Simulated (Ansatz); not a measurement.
# Ho2Sb2N: the cost of one run

Program: Ansatz 0.2.0. Level of theory: DFT PBE, scalar-relativistic, plane waves, PAW; 4f electrons in the core of a trivalent norm-conserving potential, unless a step names another level. These are calculated values, not measurements.

6 further runs of the same task are left out: 1 that didn't finish, 5 set aside as unsound or not needed. Runs told in other sessions of the task aren't counted.

## 1. The formula and the candidates

Pauling electronegativities: Ho 1.23, Sb 2.05, N 3.04 (spread 1.81). No set of common oxidation states balances it. Tabulated atomic sizes suggest about 23 Å³/atom. 24 candidates were drawn, by swapping species into database cells of other compounds, at random by space group and Wyckoff sites, or by hand, as the table says:

```tsv
name	made from	space group no.	Wyckoff sites	atoms (primitive cell)	V (Å³/atom)
c01	random	189	Ho 4h; Sb 3f, 1a; N 2e	10	25.9
c02	random	38	Ho 4e; Sb 4d; N 2a	5	27.4
c03	random	136	Ho 4f; Sb 4e; N 2a	10	23.0
c04	random	189	Ho 4h; Sb 1a, 3g; N 2e	10	26.3
c05	random	187	Ho 2i; Sb 1a, 1b; N 1e	5	23.4
c06	database cell of Dy2GaNi2	71	Ho 4j; Sb 4h; N 2a	5	24.0
c07	random	139	Ho 8h; Sb 8j; N 4d	10	28.1
c08	random	5	Ho 2a, 2b; Sb 4c; N 2a	5	24.7
c09	database cell of Tm2MgCu2	127	Ho 4h; Sb 4g; N 2a	10	27.1
c10	database cell of BaMg2Bi2	164	Ho 2d; Sb 2d; N 1a	5	31.2
c11	random	99	Ho 2c; Sb 2c; N 1a	5	27.0
c12	random	123	Ho 2f; Sb 1c, 1b; N 1d	5	28.9
c13	random	166	Ho 6c; Sb 6c; N 3a	5	27.5
c14	database cell of Sr2ZnAs2	187	Ho 2g; Sb 1f, 1c; N 1e	5	27.7
c15	random	160	Ho 3a, 3a; Sb 3a, 3a; N 3a	5	29.0
c16	random	21	Ho 4k; Sb 4g; N 2d	5	22.9
c17	database cell of CsP2Ir2	139	Ho 4e; Sb 4d; N 2a	5	22.4
c18	random	136	Ho 4g; Sb 4e; N 2b	10	24.2
c19	random	123	Ho 1d, 1b; Sb 2g; N 1a	5	26.8
c20	random	191	Ho 3g, 1b; Sb 3f, 1a; N 2e	10	24.9
c21	database cell of EuFe2As2	69	Ho 8f; Sb 8i; N 4a	5	21.9
c22	database cell of TbGe2Ru2	139	Ho 4d; Sb 4e; N 2a	5	23.0
c23	random	164	Ho 2d; Sb 2d; N 1b	5	24.6
c24	random	166	Ho 6c; Sb 6c; N 3b	5	24.9
```

## 2. Screening run of c05

input.yaml

```yaml
crystal:
  lattice:
    - [4.32746061, 0.0, 0.0]
    - [-2.1637303, 3.74769082, 0.0]
    - [0.0, 0.0, 7.20956029]
  atoms:
    - { symbol: Ho, position: [0.66666667, 0.33333333, 0.67236087] }
    - { symbol: Ho, position: [0.66666667, 0.33333333, 0.32763913] }
    - { symbol: Sb, position: [0.0, 0.0, 0.0] }
    - { symbol: Sb, position: [0.0, 0.0, 0.5] }
    - { symbol: "N", position: [0.66666667, 0.33333333, 0.0] }
basis:
  ecutwfc: 690
kpoints:
  mp_grid: { grid: [4, 4, 3] }
hamiltonian:
  xc: pbe
  pseudopotentials:
    kind: paw
    azcp: { Ho: "pseudopotentials/pbe/nc/lanthanide_3plus/Ho.nc.azcp" }
scf:
  occupations: { method: gaussian, width: 0.2 }
  lower_state_search: "off"
output:
  forces: true
  stress: true
  eigenvalues: true
relax:
  adjacent_minimum: "off"
  f_tol: 0.08
  max_steps: 16
  cell: { stress_tol: 0.8 }
```

Started as:

```sh
$ ansatz run input.yaml --threads 1 --pin off --max-ram 2816MiB --backend cpu --events-out ev --progress --plain --runs-dir out
```

Q: Estimate wall time and peak memory on 1 thread of Arm Neoverse V1, shared host.

About 59 s, with a peak of 0.41 GiB.
